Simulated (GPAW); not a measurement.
The system is Ti3S2.

```
Ti S
1.0
     2.71311    1.56642    3.23762
    -2.71311    1.56642    3.23762
     0.00000   -3.13283    3.23762
Ti S
3 2
Direct
  0.00000 0.33565 0.66434
  0.66434 0.00000 0.33565
  0.33565 0.66434 0.00000
  0.16784 0.16784 0.16784
  0.83216 0.83216 0.83216
```

The cell comes from a database or a generator and needn't be the stable form of this composition.

Base run:

```yaml
Program: GPAW 26.7.0
Functional: PBE
Potentials_or_basis: GPAW PAW data sets (gpaw-data 1.2.1)
Cutoff: 450 eV
Basis: pw
k_mesh: 5 × 5 × 5
Occupations: fermi-dirac, width 0.05 eV
Spin: no spin polarisation
```

Its results: band gap on the k mesh none (metal or under the smearing width); pressure 0.4 GPa; largest force 0.041 eV/Å.

Q: The run is repeated on the same cell with these changes: functional from PBE to LDA; potentials or basis from GPAW PAW data sets (gpaw-data 1.2.1) to the program's PAW data sets (release 1.2.1) made for this functional. What comes out?

A: Band gap on the k mesh none (metal or under the smearing width); pressure -7.7 GPa; largest force 0.084 eV/Å.

Caveats: the cutoff is short for stress and forces, so pressures can be off by a GPa or more.
